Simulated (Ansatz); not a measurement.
# Al3GaAs4: the cost of one run

Method: DFT PBE, scalar-relativistic, plane waves, PAW, in Ansatz 0.2.0.

## (1) The structure to begin with

It takes space group P-43m (No. 215, cubic). The conventional cell has a = 5.733 Å, b = 5.733 Å, c = 5.733 Å, α = 90.00°, β = 90.00°, γ = 90.00°. Al (site symmetry -42m) has 4 As at 2.48 Å as nearest neighbours. Around Ga (site symmetry -43m) lie 4 As at 2.49 Å. Around As (site symmetry 3m) lie 3 Al at 2.48 Å and 1 Ga at 2.49 Å.

Coordinates:

```
Al Ga As
1.0
     5.73277    0.00000    0.00000
     0.00000    5.73277    0.00000
     0.00000    0.00000    5.73277
Al Ga As
3 1 4
Direct
  0.00000 0.50000 0.50000
  0.50000 0.50000 0.00000
  0.50000 0.00000 0.50000
  0.00000 0.00000 0.00000
  0.74912 0.74912 0.25088
  0.74912 0.25088 0.74912
  0.25088 0.74912 0.74912
  0.25088 0.25088 0.25088
```

The cell was relaxed beforehand at this level, from a generated guess; it is a trial structure. At a tolerance of 0.02 Å it has space group P-43m (No. 215); it has 23.55 Å³/atom, an uncorrected energy of -0.45 eV/atom over the elements.

## (2) Bands, states and charges

File input.yaml:

```yaml
crystal:
  lattice:
    - [5.7327688, 0.0, 0.0]
    - [0.0, 5.7327688, 0.0]
    - [0.0, 0.0, 5.7327688]
  atoms:
    - { symbol: Al, position: [0.0, 0.5, 0.5] }
    - { symbol: Al, position: [0.5, 0.5, 0.0] }
    - { symbol: Al, position: [0.5, 0.0, 0.5] }
    - { symbol: Ga, position: [0.0, 0.0, 0.0] }
    - { symbol: As, position: [0.749121, 0.749121, 0.250879] }
    - { symbol: As, position: [0.749121, 0.250879, 0.749121] }
    - { symbol: As, position: [0.250879, 0.749121, 0.749121] }
    - { symbol: As, position: [0.250879, 0.250879, 0.250879] }
basis:
  ecutwfc: 420
kpoints:
  mp_grid: { grid: [6, 6, 6] }
  band_path:
    path:
      - [[0.0, 0.0, 0.0], [0.0, 0.5, 0.0], [0.5, 0.5, 0.0], [0.0, 0.0, 0.0], [0.5, 0.5, 0.5], [0.0, 0.5, 0.0]]
      - [[0.5, 0.5, 0.5], [0.5, 0.5, 0.0]]
    npoints: 14
hamiltonian:
  xc: pbe
scf:
  occupations: { method: gaussian, width: 0.02 }
  n_extra_bands: 20
output:
  forces: true
  stress: true
  eigenvalues: true
  populations: true
  dos: { projected: true, de: 0.02, nscf_kmesh: { grid: [9, 9, 9] } }
  bader: true
  write_density: true
  write_potential: true
  elf: true
  volumetric_format: npy
```

Command:

```sh
$ ansatz run input.yaml --threads 4 --pin off --max-ram 8192MiB --backend cpu --events-out ev --progress --plain --runs-dir out
```

**Question.** How long does this run take on 4 threads of Arm Neoverse N1, shared host, and how much memory does it need?

About 95 s, with a peak of 0.99 GiB.
